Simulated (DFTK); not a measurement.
HfB, 2 atoms in the cell. Symmetry: Fm-3m, No. 225, cubic system. The conventional cell has a = 4.620 Å, b = 4.620 Å, c = 4.620 Å, α = 90.00°, β = 90.00°, γ = 90.00°. Hf (site symmetry m-3m) is surrounded by 6 B at 2.31 Å. B (site symmetry m-3m) is surrounded by 6 Hf at 2.31 Å. 

```yaml
Program: DFTK 0.8.2
Task: equation of state
Functional: PBE
Potentials_or_basis: dojo.nc.sr.pbe.v0_4_1.standard.upf (PBE)
Cutoff: 1034 eV
k_mesh: 10 × 10 × 10
Occupations: fermi-dirac, width 0.05 eV
Spin: no spin polarisation
Valence_electrons: B 3, Hf 12
Volume_scales: "[0.94, 0.96, 0.98, 1.0, 1.02, 1.04, 1.06]"
SCF_tolerance_on_the_density: 1e-06
```

Potentials or basis: dojo.nc.sr.pbe.v0_4_1.standard.upf (PBE).

Launch:

```console
$ julia --threads=1 run.jl  # save.jl only writes the numbers to a file and isn't shown; printed stress counts tension as positive; times include loading and compiling
```

Hardware: 1 thread of Intel(R) Xeon(R) Platinum 8488C (Sapphire Rapids), with other jobs on the host.

Problem. How long does it take, and how much memory?

Solution. Wall time 9.7 min on 1 thread of Intel(R) Xeon(R) Platinum 8488C (Sapphire Rapids), with other jobs on the host, peak memory 1.7 GiB. Counts: scf iterations 67, bands 12.
